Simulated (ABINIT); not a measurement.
The system is Ge3Pd.

```
CELL_PARAMETERS angstrom
4.14202 0.00000 0.00000
0.00000 4.14202 0.00000
0.00000 0.00000 4.14202
ATOMIC_POSITIONS crystal
Pd 0.00000 0.00000 0.00000
Ge 0.50000 0.50000 0.00000
Ge 0.50000 0.00000 0.50000
Ge 0.00000 0.50000 0.50000
```

The cell comes from a database or a generator and needn't be the stable form of this composition.

Program: ABINIT 10.8.3 (patched build). Alike in all runs: task band structure; no spin polarisation; cell as given; k mesh 7 × 7 × 7; smearing fermi-dirac 0.05 eV.

Order these runs on this cell by their pressure, lowest first.
A. level PBEsol; potentials or basis PseudoDojo NC SR PBEsol v0.4.1 standard; cutoff (eV) 1116
B. level r2SCAN; potentials or basis JTH PAW PBE v2.0; cutoff (eV) 707; fine-grid cutoff 1306.15 eV
C. level LDA; potentials or basis JTH PAW LDA v2.0; cutoff (eV) 599; fine-grid cutoff 1197.3 eV

C (-7.4 GPa), A (-4.7 GPa), B (-2.1 GPa).

Caveats: the PAW data sets were made with another functional, which shifts forces and pressure a little (some runs).

Runs at the PBE level aren't shown here.
